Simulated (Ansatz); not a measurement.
# CH3BO2: rigid scan of one bond length, by script

Wanted for CH3BO2: a rigid scan of one bond length. SMILES: B1OCO1.

All numbers are computed with the Python package of Ansatz 0.2.0. Level of theory: PBE/def2-SVP.

## Step 1: The structure

Bond lengths: B1–O2 1.463 Å, O2–C3 1.347 Å, B1–O4 1.499 Å, C3–O4 1.342 Å, B1–H5 1.245 Å, C3–H6 1.111 Å, C3–H7 1.162 Å. Angles: B1–O2–C3 86.3°, O2–B1–O4 88.3°, O2–B1–H5 126.7°, O4–B1–H5 127.2°, O2–C3–O4 100.3°, O2–C3–H6 112.5°, O2–C3–H7 112.8°, O4–C3–H6 112.2°, O4–C3–H7 109.0°, H6–C3–H7 109.7°, B1–O4–C3 85.1°.

No structure file is read: the coordinates are typed or built in the script.

## Step 2: The script

scan_ch3bo2.py

```python
"""Potential curve of CH3BO2 along one bond."""

import ansatz as az
import matplotlib.pyplot as plt
import numpy as np

geometry_ang = [
    ("B", (-0.9749, 0.2123, -0.6035)),
    ("O", (-0.6278, 0.0948, 0.8126)),
    ("C", (0.5825, -0.3201, 0.3929)),
    ("O", (0.3986, -0.2881, -0.9356)),
    ("H", (-1.5843, 1.1542, -1.1443)),
    ("H", (0.8324, -1.3387, 0.7581)),
    ("H", (1.4348, 0.4176, 0.6741)),
]
system = az.Crystal.molecule()
for symbol, xyz in geometry_ang:
    system = system.atom(symbol, xyz)

symbols = [site.symbol for site in system.cartesian_sites]
start = np.array([site.position_ang for site in system.cartesian_sites])
axis = (start[6] - start[2]) / np.linalg.norm(start[6] - start[2])
moving = [6]
lengths, energies = [0.99, 1.07, 1.16, 1.28, 1.45, 1.74, 2.09, 2.56], []
for length in lengths:
    xyz = start.copy()
    xyz[moving] += (length - np.linalg.norm(start[6] - start[2])) * axis
    point = az.Crystal.molecule()
    for symbol, xyz in zip(symbols, xyz):
        point = point.atom(symbol, xyz.tolist())
    base = point.calculation()
    base = base.basis(gaussian="def2-SVP").functional("PBE")
    base = base.spin("collinear")
    data = base.run().report
    energies.append(data["free_energy_ev"])
    print(f"r = {length:6.3f} A  E = {energies[-1]:.5f} eV  <S^2> = {abs(data['mean_field']['state']['spin_squared']):.3f}")

print("energy above the lowest point (eV):", [round(e - min(energies), 3) for e in energies])
plt.figure(figsize=(4.5, 3))
plt.plot(lengths, np.array(energies) - min(energies), "o-")
plt.xlabel("bond length (A)")
plt.ylabel("E - E(min) (eV)")
plt.tight_layout()
plt.savefig("scan.png", dpi=100)
```

## Step 3: The input behind the calls

The package turns the script's settings into the engine's input (first run):

```yaml
crystal:
  periodic: [false, false, false]
  atoms:
    - { symbol: B, position_ang: [-0.9749, 0.2123, -0.6035] }
    - { symbol: O, position_ang: [-0.6278, 0.0948, 0.8126] }
    - { symbol: C, position_ang: [0.5825, -0.3201, 0.3929] }
    - { symbol: O, position_ang: [0.3986, -0.2881, -0.9356] }
    - { symbol: H, position_ang: [-1.5843, 1.1542, -1.1443] }
    - { symbol: H, position_ang: [0.8324, -1.3387, 0.7581] }
    - { symbol: H, position_ang: [1.3087910036882011, 0.30853413518806283, 0.6325257541207582] }
basis:
  gaussian:
    orbitals: def2-SVP
hamiltonian:
  xc: pbe
magnetization:
  spin_polarized: true
```

## Step 4: Launch

Launch:

```console
$ python scan_ch3bo2.py
```

Without the output at hand: what should come out? Wanted: range of energy; lowest point, distance.

**Answer**, as computed:

| quantity | value |
| --- | --- |
| runs compared | 8 |
| range of energy | 3.843 eV |
| lowest point, distance (Å) | 1.16 |

The curve has its lowest point inside the range, at 1.16. The ends stand 0.303 and 3.84 eV above it. The distance scanned is the script's pair 2, 6. <S²> moves from 0.00 to 0.74: along the scan the mean field breaks spin symmetry. Notes:
- The rest of the molecule is held rigid at a force-field or estimated start geometry, and the basis set is modest; single-reference methods fail as a bond breaks.
